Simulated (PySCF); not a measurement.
# Ta(NMe)(NH2)3: geometry, NMR shifts and electronic excitations

Aim: predict the NMR shifts and electronic excitations of Ta(NMe)(NH2)3 (`C[N]=[Ta]([NH2])([NH2])[NH2]`).

Programs: PySCF 2.14.0, with density-fitted response routines of our own. Each step states its level of theory. These are calculated values for one molecule in the gas phase, unless marked as measured. Atoms are numbered from 0 throughout.

## (1) The starting structure

15 atoms, charge 0, multiplicity 1; geometry from: GFN2-xTB. The atoms were then displaced at random by about 0.03 Å, so the start is not that level's minimum.

Bonds of the start (Å): Ta0–N1 1.77, Ta0–N6 1.98, Ta0–N9 2.09, Ta0–N12 2.01, N1–C2 1.39, C2–H3 1.21, C2–H4 1.05, C2–H5 1.10, N6–H7 1.02, N6–H8 0.95, N9–H10 1.02, N9–H11 1.00, N12–H13 0.97, N12–H14 1.05.

## (2) Relaxing the molecule at PBE0-D3(BJ)/def2-SVP

Job settings and geometry (Å):

```
{"job": {"xc": "PBE0", "basis": "def2-SVP", "d3": "d3bj", "grid": 1, "maxiter": 40, "shake": 0.03, "kind": "geom"}, "charge": 0, "multiplicity": 1}
Ta     0.059910    -0.076230    -0.614330
N     -0.009480    -0.018510     1.157860
C     -0.053090    -0.012730     2.547010
H      0.749610     0.801090     2.952400
H     -1.015390     0.130390     2.930460
H      0.367380    -0.947980     2.955150
N      1.946380    -0.034590    -1.203410
H      2.805750    -0.033840    -0.657010
H      2.201620     0.002110    -2.120310
N     -0.943480     1.674510    -1.158620
H     -1.129160     1.919550    -2.133700
H     -1.312550     2.423550    -0.599750
N     -1.076830    -1.614450    -1.227230
H     -1.182730    -1.892610    -2.151280
H     -1.440720    -2.396370    -0.633240
```

Command:

```sh
OMP_NUM_THREADS=1 python probes_run.py task.json out
```

The driver reads the jobs from task.json and runs them one after another.

Standard output:

```text
step   0  E = -319.15511714  max force = 0.085206
step   1  E = -319.17593775  max force = 0.024969
step   2  E = -319.17759700  max force = 0.013589
step   3  E = -319.17850208  max force = 0.005832
step   4  E = -319.17865634  max force = 0.002024
step   5  E = -319.17871549  max force = 0.001196
step   6  E = -319.17875469  max force = 0.000418
step   7  E = -319.17877464  max force = 0.000755
step   8  E = -319.17880419  max force = 0.000590
step   9  E = -319.17883228  max force = 0.000716
step  10  E = -319.17889789  max force = 0.001125
step  11  E = -319.17895379  max force = 0.002799
step  12  E = -319.17909691  max force = 0.001461
step  13  E = -319.17933240  max force = 0.001559
step  14  E = -319.17933055  max force = 0.002039
step  15  E = -319.17977999  max force = 0.000756
step  16  E = -319.17979340  max force = 0.000497
step  17  E = -319.17980927  max force = 0.000313
step  18  E = -319.17981392  max force = 0.000265
optimisation converged
```

Run time: 4.6 min. Hardware: 1 thread of Arm Neoverse V1, shared host; peak memory 0.58 GiB.

Along the way:

```csv
step,energy from step 0 (eV),largest force component (eV/Å)
0,0.0000,4.3815
1,-0.5666,1.2840
2,-0.6117,0.6988
3,-0.6363,0.2999
4,-0.6405,0.1041
5,-0.6421,0.0615
6,-0.6432,0.0215
7,-0.6438,0.0388
8,-0.6446,0.0303
9,-0.6453,0.0368
10,-0.6471,0.0578
11,-0.6486,0.1439
12,-0.6525,0.0751
13,-0.6589,0.0802
14,-0.6589,0.1048
15,-0.6711,0.0389
16,-0.6715,0.0256
17,-0.6719,0.0161
18,-0.6720,0.0136
```

Close pairs (by a distance rule), those that changed most:

```csv
bond,before (Å),after (Å),change (Å)
C2–H3,1.213,1.106,-0.107
Ta0–N9,2.090,2.003,-0.087
N6–H8,0.952,1.018,+0.065
C2–H4,1.046,1.106,+0.060
N12–H13,0.971,1.018,+0.047
N12–H14,1.047,1.016,-0.032
Ta0–N6,1.977,2.004,+0.027
N1–C2,1.390,1.416,+0.026
```

The end geometry stands in the next job.

```csv
at the end point,value
point group (found at 0.08 Å tolerance),C3
"rotational constants (GHz, main isotopes)","2.614, 1.590, 1.587"
dipole moment (D),1.47
```

## (3) NMR shieldings: PBE0/def2-TZVP+pcSseg-1

Job settings and geometry (Å):

```
{"job": {"kind": "nmr", "xc": "PBE0", "basis": {"default": "pcSseg-1", "Ta": "def2-TZVP"}}, "charge": 0, "multiplicity": 1}
Ta    -0.009378     0.001824    -0.609128
N      0.001906    -0.000450     1.166432
C      0.018880    -0.017930     2.581772
H      0.731234     0.721123     2.992338
H     -0.974257     0.216333     3.007171
H      0.317168    -1.006940     2.976321
N      1.886853    -0.067339    -1.252580
H      2.700883    -0.340869    -0.710168
H      2.200770     0.347364    -2.127220
N     -0.907815     1.685631    -1.217819
H     -1.397681     1.771934    -2.105479
H     -1.102103     2.507743    -0.654262
N     -1.019333    -1.615316    -1.225409
H     -0.830746    -2.090267    -2.105428
H     -1.649158    -2.188952    -0.672541
```

Method: GIAO PBE0/pcSseg-1 Ta:def2-TZVP NMR shielding, scalar relativity only through core potentials, gas phase.

Standard output:

```text
coarse grid: 56784 points
cycle   1  E = -318.9554310741  dE = -1.991e+01  |g| = 1.221e+00  |ddm| = 8.921e+00
cycle   2  E = -318.6794440820  dE =  2.760e-01  |g| = 1.536e+00  |ddm| = 2.995e+00
cycle   3  E = -319.3221347553  dE = -6.427e-01  |g| = 3.585e-01  |ddm| = 2.000e+00
cycle   4  E = -319.3404680380  dE = -1.833e-02  |g| = 2.363e-01  |ddm| = 3.504e-01
cycle   5  E = -319.3521376689  dE = -1.167e-02  |g| = 4.130e-02  |ddm| = 1.334e-01
cycle   6  E = -319.3525261256  dE = -3.885e-04  |g| = 5.671e-03  |ddm| = 2.700e-02
cycle   7  E = -319.3525328144  dE = -6.689e-06  |g| = 1.977e-03  |ddm| = 4.677e-03
final grid: 119080 points
cycle   8  E = -319.3525482914  dE =  1.781e-06  |g| = 3.451e-03  |ddm| = 3.685e-03
cycle   9  E = -319.3525419186  dE =  6.373e-06  |g| = 6.327e-03  |ddm| = 6.363e-03
cycle  10  E = -319.3525508532  dE = -8.935e-06  |g| = 8.157e-04  |ddm| = 4.222e-03
cycle  11  E = -319.3525510046  dE = -1.514e-07  |g| = 4.566e-05  |ddm| = 4.855e-04
cycle  12  E = -319.3525510050  dE = -4.190e-10  |g| = 9.948e-06  |ddm| = 3.324e-05
converged SCF energy = -319.3525510050

GIAO shielding tensors (ppm)
atom      isotropic    diamagn.    paramagn.     s11        s22        s33       span
  0 Ta         nan         nan         nan        nan        nan        nan        nan
  1 N      -67.847     327.612    -395.459   -194.785   -192.166    183.409    378.194
  2 C      136.759     243.571    -106.813    112.093    112.223    185.960     73.867
  3 H       27.661      27.831      -0.170     24.261     26.219     32.502      8.241
  4 H       27.663      27.812      -0.149     24.264     26.210     32.514      8.249
  5 H       27.627      27.856      -0.229     24.246     26.209     32.426      8.180
  6 N      154.038     316.528    -162.490      0.132    215.734    246.248    246.116
  7 H       27.483      31.105      -3.621     24.377     24.835     33.238      8.860
  8 H       27.929      30.339      -2.410     25.090     26.179     32.519      7.430
  9 N      152.685     316.462    -163.776     -3.542    216.057    245.540    249.082
 10 H       27.894      30.323      -2.430     25.104     26.171     32.406      7.303
 11 H       27.387      31.082      -3.695     24.315     24.713     33.134      8.819
 12 N      154.572     316.423    -161.851      1.630    215.853    246.232    244.602
 13 H       27.948      30.313      -2.366     25.132     26.178     32.533      7.401
 14 H       27.498      31.072      -3.574     24.369     24.854     33.273      8.904
```

Wall time 41 s (1 thread of Arm Neoverse V1, shared host); peak memory 0.96 GiB.

Shifts follow as δ = σ(reference) − σ, with reference shieldings (ppm) from runs at the same level and on the same kind of geometry: ¹H TMS 31.27, ¹³C TMS 184.4, ¹⁵N NH3 265.7. The references are single molecules in the gas phase, so shifts against H2O, NH3, PH3, H3PO4 or CFCl3 are not on the usual liquid scales and can be off by tens of ppm. Atoms listed in one row are averaged.

```csv
atoms,environment,σ (ppm),δ (ppm)
C2,"carbon bonded to N, 3 H",136.8,47.6
"H3, H4, H5",hydrogen on a carbon bonded to N,27.65,3.62
"H7, H8, H10, H11, H13, H14",hydrogen on a nitrogen bonded to Ta,27.69,3.58
N1,"nitrogen bonded to C, Ta",-67.8,333.5
"N6, N9, N12","nitrogen bonded to Ta, 2 H",153.8,111.9
```

Atoms past Kr carry core potentials, so their printed shieldings have no meaning and are left out of the table.

The run also stored atomic charges by several schemes (e):

```csv
atoms,Mulliken,ESP fit
Ta0,1.03,2.01
N1,-0.56,-0.75
C2,-0.07,-0.01
"N6, N9, N12",-0.62,-1.38
```

Mayer bond orders: Ta0–N1 2.20, Ta0–N6 1.13, Ta0–N9 1.14, Ta0–N12 1.13, N1–C2 0.98.

With diffuse functions Mulliken charges and Mayer bond orders lose their meaning; the other schemes are steadier.

The fields below are evaluated on a grid from the run's orbitals.

Frontier orbitals at PBE0/def2-TZVP+pcSseg-1, with the share of their density that lies nearest to each atom:

```csv
orbital,energy (eV),lies on
HOMO,-6.44,N1 55 %; Ta0 13 %; H4 7 %
LUMO,0.44,"H8, H10, H13 about 15 % each; Ta0 8 %; H7, H11, H14 about 8 % each"
```

ELF in a plane through or near 6 of the atoms.

Values, 10 rows by 14 columns:
```
0.00 0.00 0.00 0.00 0.00 0.00 0.00 0.00 0.00 0.00 0.00 0.00 0.00 0.00
0.00 0.00 0.00 0.00 0.00 0.01 0.06 0.00 0.00 0.00 0.00 0.00 0.00 0.00
0.00 0.00 0.00 0.02 0.14 0.58 0.98 0.77 0.00 0.00 0.00 0.00 0.00 0.00
0.00 0.00 0.00 0.22 0.79 0.38 0.70 0.06 0.04 0.01 0.02 0.02 0.00 0.00
0.00 0.00 0.00 0.01 0.14 0.24 0.45 0.25 0.83 0.40 0.61 0.30 0.02 0.00
0.00 0.00 0.00 0.00 0.01 0.72 0.10 0.35 0.19 0.86 0.32 0.36 0.02 0.00
0.00 0.00 0.00 0.00 0.02 0.12 0.08 0.12 0.48 0.05 0.99 0.99 0.32 0.00
0.00 0.00 0.00 0.00 0.00 0.02 0.04 0.01 0.00 0.00 0.06 0.03 0.00 0.00
0.00 0.00 0.00 0.00 0.00 0.00 0.00 0.00 0.00 0.00 0.00 0.00 0.00 0.00
0.00 0.00 0.00 0.00 0.00 0.00 0.00 0.00 0.00 0.00 0.00 0.00 0.00 0.00
```
The map spans 11.2 Å across and 10.7 Å up, centred on the molecule. Atoms in the plane (x, y in Å): Ta0 (-0.6, 0.0), N1 (1.2, 0.0), C2 (2.6, 0.0), H5 (3.0, -1.0), N9 (-1.2, 1.9), H11 (-0.7, 2.7).

On the surface of density 0.002 e/bohr³ the electrostatic potential runs, from the 1st to the 99th percentile, from -1.12 V near N12 to 1.68 V near Ta0.

## (4) Excited states and response: B3LYP/def2-SVPD

Settings changed since step 3:

```diff
@@ -1,2 +1,2 @@
-{"job": {"kind": "nmr", "xc": "PBE0", "basis": {"default": "pcSseg-1", "Ta": "def2-TZVP"}}, "charge": 0, "multiplicity": 1}
+{"job": {"kind": "uv", "xc": "B3LYP", "basis": "def2-SVPD", "ip": true, "nstates": 10}, "charge": 0, "multiplicity": 1}
 Ta    -0.009378     0.001824    -0.609128
```

Level: TDDFT B3LYP/def2-SVPD, vertical, gas phase, core orbitals frozen in the response.

Standard output:

```text
coarse grid: 56784 points
cycle   1  E = -318.6241473381  dE = -1.197e+01  |g| = 1.853e+00  |ddm| = 9.332e+00
cycle   2  E = -317.4262854343  dE =  1.198e+00  |g| = 2.634e+00  |ddm| = 9.177e+00
cycle   3  E = -319.4970107218  dE = -2.071e+00  |g| = 4.274e-01  |ddm| = 7.808e+00
cycle   4  E = -319.4930061864  dE =  4.005e-03  |g| = 4.464e-01  |ddm| = 8.831e-01
cycle   5  E = -319.5379695753  dE = -4.496e-02  |g| = 1.006e-01  |ddm| = 4.531e-01
cycle   6  E = -319.5397223141  dE = -1.753e-03  |g| = 4.461e-02  |ddm| = 1.151e-01
cycle   7  E = -319.5401396368  dE = -4.173e-04  |g| = 8.764e-03  |ddm| = 3.903e-02
cycle   8  E = -319.5401578348  dE = -1.820e-05  |g| = 2.791e-03  |ddm| = 1.264e-02
cycle   9  E = -319.5401597602  dE = -1.925e-06  |g| = 2.809e-04  |ddm| = 3.006e-03
final grid: 119080 points
cycle  10  E = -319.5401584529  dE = -2.440e-08  |g| = 5.289e-04  |ddm| = 7.691e-03
cycle  11  E = -319.5401580492  dE =  4.037e-07  |g| = 1.416e-03  |ddm| = 1.788e-03
cycle  12  E = -319.5401585120  dE = -4.628e-07  |g| = 1.801e-04  |ddm| = 1.219e-03
cycle  13  E = -319.5401585195  dE = -7.448e-09  |g| = 2.369e-05  |ddm| = 1.716e-04
cycle  14  E = -319.5401585196  dE = -1.211e-10  |g| = 3.906e-06  |ddm| = 4.196e-05
converged SCF energy = -319.5401585196

Static polarisability (au): isotropic 95.126, principal 87.671 87.830 109.876

Singlet excitations
state   eV       nm        f      main configurations
  1   5.1325    241.6   0.00119   H->L+2 0.51, H-1->L+3 0.32
  2   5.2843    234.6   0.00045   H-1->L+3 0.35, H->L+2 0.32, H-1->L+1 0.19
  3   5.2972    234.1   0.00057   H->L+3 0.46, H-1->L+2 0.43
  4   5.3591    231.4   0.00613   H->L 0.81, H->L+1 0.14
  5   5.3768    230.6   0.00738   H-1->L 0.76, H-1->L+3 0.11
  6   5.4240    228.6   0.01320   H-2->L 0.90
  7   5.4642    226.9   0.00073   H->L+1 0.71, H->L 0.14
  8   5.4803    226.2   0.00040   H-1->L+1 0.63, H-1->L 0.12, H-1->L+3 0.10
  9   5.6498    219.4   0.00126   H-2->L+1 0.84
 10   5.7251    216.6   0.04863   H-2->L+2 0.79

Triplet excitations (Tamm-Dancoff, eV): 4.5833 4.8173 4.8200 5.0596
Vertical ionisation energy (delta-SCF) = 8.3077 eV
```

Wall time 2.9 min (1 thread of Arm Neoverse V1, shared host); peak memory 1 GiB.

Frontier orbitals and where they lie:

```csv
orbital,eV,atoms
HOMO−3,-7.56,"N6 34 %, N9 24 %, Ta0 20 %"
HOMO−2,-6.56,"N9 27 %, N12 27 %, N6 24 %"
HOMO−1,-6.38,"N1 47 %, Ta0 18 %, C2 11 %"
HOMO,-6.37,"N1 47 %, Ta0 18 %, C2 11 %"
LUMO,-0.20,"Ta0 47 %, H8 6 %, H10 6 %"
LUMO+1,0.13,"Ta0 50 %, C2 8 %, N9 7 %"
LUMO+2,0.18,"Ta0 55 %, N6 11 %, N1 9 %"
```

With each of the 10 states as a Gaussian band of 0.4 eV half-width at 1/e, the curve within the window shown has maxima at 221 nm (ε 2,700) L/(mol cm). Beyond the last state computed it falls off for lack of states. The curve at chosen wavelengths:

nm, ε (L/mol/cm) and a bar:
```
      206       1245 ##############
      209       1701 ###################
      211       1995 ######################
      214       2373 ##########################
      217       2631 #############################
      219       2723 ##############################
      222       2738 ##############################
      225       2622 #############################
      227       2487 ###########################
      230       2224 ########################
      233       1918 #####################
      235       1707 ###################
      238       1394 ###############
      241       1105 ############
      244        851 #########
      246        704 ########
      249        518 #####
      252        371 ####
      254        293 ###
      257        202 ##
      260        136 #
      262        103 #
      265         67 #
      268         43 
      270         32 
      273         20
```

Leading natural transition orbitals of singlet state 10: the hole lies on N12 35 %; N9 22 %; N6 16 %; the particle on Ta0 53 %; N1 11 %; N6, N12 about 6 % each.

Leading natural transition orbitals of singlet state 1: the hole lies on N1 59 %; Ta0 14 %; H4 7 %; the particle on Ta0 55 %; N1 12 %; N6 7 %.

Further results of this job:

```csv
property,computed
dipole moment (D),1.31
polarisability (Å³),14.10
HOMO–LUMO gap (eV),6.18
−ε(HOMO) (eV),6.37
```

## (5) Nuclear shieldings: KT2/def2-TZVP+pcSseg-1

Settings changed since step 4:

```diff
@@ -1,2 +1,2 @@
-{"job": {"kind": "uv", "xc": "B3LYP", "basis": "def2-SVPD", "ip": true, "nstates": 10}, "charge": 0, "multiplicity": 1}
+{"job": {"kind": "nmr", "xc": "KT2", "basis": {"default": "pcSseg-1", "Ta": "def2-TZVP"}, "pop": false}, "charge": 0, "multiplicity": 1}
 Ta    -0.009378     0.001824    -0.609128
```

With the program's defaults for keys left out, this is: GIAO KT2/pcSseg-1 Ta:def2-TZVP NMR shielding, scalar relativity only through core potentials, gas phase.

Standard output:

```text
coarse grid: 56784 points
cycle   1  E = -323.4072811525  dE = -1.933e+01  |g| = 1.711e+00  |ddm| = 8.973e+00
cycle   2  E = -321.9608935364  dE =  1.446e+00  |g| = 2.627e+00  |ddm| = 5.438e+00
cycle   3  E = -324.0935770041  dE = -2.133e+00  |g| = 4.494e-01  |ddm| = 4.512e+00
cycle   4  E = -324.0219120691  dE =  7.166e-02  |g| = 7.037e-01  |ddm| = 7.510e-01
cycle   5  E = -324.1398199577  dE = -1.179e-01  |g| = 1.553e-01  |ddm| = 5.198e-01
cycle   6  E = -324.1447615279  dE = -4.942e-03  |g| = 3.631e-02  |ddm| = 1.040e-01
cycle   7  E = -324.1448689574  dE = -1.074e-04  |g| = 2.906e-02  |ddm| = 3.891e-02
cycle   8  E = -324.1450640224  dE = -1.951e-04  |g| = 2.612e-03  |ddm| = 1.785e-02
cycle   9  E = -324.1450655060  dE = -1.484e-06  |g| = 5.985e-04  |ddm| = 2.045e-03
final grid: 119080 points
cycle  10  E = -324.1450468034  dE =  6.876e-07  |g| = 1.857e-03  |ddm| = 1.888e-03
cycle  11  E = -324.1450346811  dE =  1.212e-05  |g| = 7.379e-03  |ddm| = 5.639e-03
cycle  12  E = -324.1450475960  dE = -1.291e-05  |g| = 3.913e-04  |ddm| = 4.534e-03
cycle  13  E = -324.1450476256  dE = -2.953e-08  |g| = 1.382e-04  |ddm| = 3.371e-04
cycle  14  E = -324.1450476301  dE = -4.555e-09  |g| = 6.798e-06  |ddm| = 9.508e-05
cycle  15  E = -324.1450476301  dE = -7.276e-12  |g| = 2.929e-06  |ddm| = 6.279e-06
converged SCF energy = -324.1450476301

GIAO shielding tensors (ppm)
atom      isotropic    diamagn.    paramagn.     s11        s22        s33       span
  0 Ta         nan         nan         nan        nan        nan        nan        nan
  1 N      -54.483     327.034    -381.517   -169.817   -167.272    173.641    343.458
  2 C      134.213     246.012    -111.799    108.545    108.684    185.410     76.865
  3 H       27.339      28.085      -0.746     24.015     25.832     32.172      8.157
  4 H       27.340      28.061      -0.721     24.017     25.822     32.182      8.164
  5 H       27.305      28.113      -0.808     23.996     25.819     32.100      8.104
  6 N      150.773     315.863    -165.090      0.044    213.066    239.210    239.165
  7 H       27.160      30.986      -3.826     24.243     24.521     32.717      8.475
  8 H       27.575      30.164      -2.588     24.771     26.133     31.822      7.050
  9 N      149.446     315.803    -166.357     -3.420    213.225    238.534    241.954
 10 H       27.542      30.147      -2.605     24.773     26.131     31.723      6.950
 11 H       27.063      30.964      -3.901     24.202     24.365     32.622      8.421
 12 N      151.394     315.759    -164.365      1.764    213.125    239.292    237.528
 13 H       27.599      30.136      -2.537     24.831     26.118     31.849      7.019
 14 H       27.180      30.953      -3.773     24.260     24.531     32.748      8.488
```

Run time: 31 s. Hardware: 1 thread of Arm Neoverse V1, shared host; peak memory 1 GiB.

This run: δ C2 49.0, N1 318.8, N6 113.8, H3 3.85, H7 3.83 ppm (means over like atoms).

## (6) Side by side: NMR shifts

Shifts (ppm), means over like atoms, with basis size and wall time:

```csv
run,C2,H3,H7,N1,N6,functions,time
PBE0/def2-TZVP+pcSseg-1,47.6,3.62,3.58,333.5,111.9,170,41 s
KT2/def2-TZVP+pcSseg-1,49.0,3.85,3.83,318.8,113.8,170,31 s
```

## (7) What came out

```
                                                                         quantity                         value
                                                                      point group                            C3
                                             rotational constants (main isotopes)          2.61, 1.59, 1.59 GHz
                                 ¹³C shifts against TMS (PBE0/def2-TZVP+pcSseg-1)                      47.6 ppm
 ¹H shifts against TMS (PBE0/def2-TZVP+pcSseg-1, means over atoms taken as alike)                3.62, 3.58 ppm
¹⁵N shifts against NH3 (PBE0/def2-TZVP+pcSseg-1, means over atoms taken as alike)              333.5, 111.9 ppm
                                            surface potential, 1st and 99th percentile            -1.12 V and 1.68 V
                                                 lowest singlet (B3LYP/def2-SVPD)   5.13 eV (242 nm), f = 0.001
                                         brightest single state of those computed  state 10, 5.73 eV, f = 0.049
                                                                   lowest triplet                       4.58 eV
                                                vertical ionisation energy (ΔSCF)                       8.31 eV
                                                         range of the shift of N1            318.8 to 333.5 ppm
```

In words: The start was shaken at random, so part of the energy gained undoes that. Over 18 steps the energy fell by 0.672 eV; of the close pairs, C2–H3 changed most, 1.213 to 1.106 Å. No frequency check was run at this level, so the end point may be a saddle. At PBE0/def2-TZVP+pcSseg-1: The widest tensor belongs to N1: span 378 ppm, with a paramagnetic part of -395 ppm. The first singlet state (HOMO→LUMO+2 0.51, HOMO−1→LUMO+3 0.32) lies at 5.13 eV and is weak; of the 10 states computed, the strongest absorption comes from state 10 at 5.73 eV (the last computed, so partners may be missing). The lowest triplet lies 0.55 eV below the lowest singlet (triplets in Tamm-Dancoff, singlets in full TDDFT). Spin-orbit coupling, left out, mixes singlets and triplets in elements this heavy. ΔSCF puts the ionisation energy at 8.31 eV, 1.93 eV above −ε(HOMO). Across the 2 runs the shift of N1 moves most, between 318.8 (KT2/def2-TZVP+pcSseg-1) and 333.5 ppm (PBE0/def2-TZVP+pcSseg-1). Spin-orbit coupling is left out, which matters for shieldings and couplings at and beside the heavy atoms.
